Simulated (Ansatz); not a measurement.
# C2H9NOSi: small, medium and large basis sets

The task here is to estimate one member of a computed series from the others.

Computed with Ansatz 0.2.0, Gaussian basis. Level: one geometry, several basis sets.

Levels to be run: PBE0-D4/def2-SVP; ωB97M-V/def2-SVP; PBE0-D4/def2-QZVPP; ωB97M-V/def2-QZVPP; the functionals' def2-TZVPP values are taken from earlier runs.

### The relaxed structure

An earlier PBE0-D4 in a triple-zeta def2 set relaxation fixed the geometry.

14 atoms, charge 0, spin multiplicity 1.

Atoms are counted from 1 here; the program's logs count them from 0.

Bond lengths: C1–O2 1.404 Å, C1–H6 1.092 Å, C1–H7 1.097 Å, C1–H8 1.098 Å, O2–Si3 1.652 Å, Si3–C4 1.861 Å, Si3–N5 1.706 Å, Si3–H9 1.491 Å, C4–H10 1.094 Å, C4–H11 1.093 Å, C4–H12 1.092 Å, N5–H13 1.007 Å, N5–H14 1.007 Å. Angles: O2–C1–H6 108.6°, O2–C1–H7 111.7°, O2–C1–H8 111.9°, H6–C1–H7 108.1°, H6–C1–H8 108.2°, H7–C1–H8 108.2°, C1–O2–Si3 122.6°, O2–Si3–C4 110.3°, O2–Si3–N5 111.2°, O2–Si3–H9 106.8°, C4–Si3–N5 108.9°, C4–Si3–H9 111.3°, N5–Si3–H9 108.2°, Si3–C4–H10 110.9°, Si3–C4–H11 111.0°, Si3–C4–H12 110.9°, H10–C4–H11 107.6°, H10–C4–H12 108.3° and more.

Set-up of the first run:

in.yaml

```yaml
crystal:
  periodic: [false, false, false]
  atoms:
    - {symbol: C, position_ang: [-1.063056, -0.375502, 1.857993]}
    - {symbol: O, position_ang: [-0.727043, 0.554409, 0.860556]}
    - {symbol: Si, position_ang: [-0.187164, 0.101699, -0.634064]}
    - {symbol: C, position_ang: [1.522565, -0.622432, -0.512246]}
    - {symbol: N, position_ang: [-0.150695, 1.428558, -1.705727]}
    - {symbol: H, position_ang: [-1.595202, 0.146340, 2.656203]}
    - {symbol: H, position_ang: [-0.171237, -0.844121, 2.291765]}
    - {symbol: H, position_ang: [-1.715721, -1.169802, 1.473003]}
    - {symbol: H, position_ang: [-1.161880, -0.896468, -1.160638]}
    - {symbol: H, position_ang: [2.241305, 0.128434, -0.171751]}
    - {symbol: H, position_ang: [1.548005, -1.450577, 0.200749]}
    - {symbol: H, position_ang: [1.855773, -1.000941, -1.481159]}
    - {symbol: H, position_ang: [-1.008457, 1.872704, -1.990938]}
    - {symbol: H, position_ang: [0.599806, 2.098398, -1.655145]}
basis:
  gaussian: {orbitals: def2-SVP}
hamiltonian: {xc: pbe0, dispersion: d4}
output: {orbitals: {seedname: orbitals}}
```

Started as:

```bash
> ansatz run in.yaml --threads 4 --pin off --events-out ev --progress --plain --max-ram 10444MiB
```

Steps of the session up to this table: PBE0-D4 in def2-SVP; ωB97M-V in def2-SVP; PBE0-D4 in def2-QZVPP; ωB97M-V in def2-QZVPP.

One table of the session follows, with a row left open; its other results are not shown here.

It belongs to the step «Functionals by basis». 

```
functional       basis  HOMO (eV)  LUMO (eV)
   PBE0-D4    def2-SVP          ?          ?
   PBE0-D4  def2-TZVPP      -7.56       1.05
   PBE0-D4  def2-QZVPP      -7.60       0.65
   ωB97M-V    def2-SVP      -9.74       3.41
   ωB97M-V  def2-TZVPP      -9.97       2.45
   ωB97M-V  def2-QZVPP     -10.00       1.79
```

Q: Estimate the row for PBE0-D4, def2-SVP from the others.

**Answer.** HOMO (eV): -7.32; LUMO (eV): 1.80. In the column «HOMO (eV)» it is the highest.
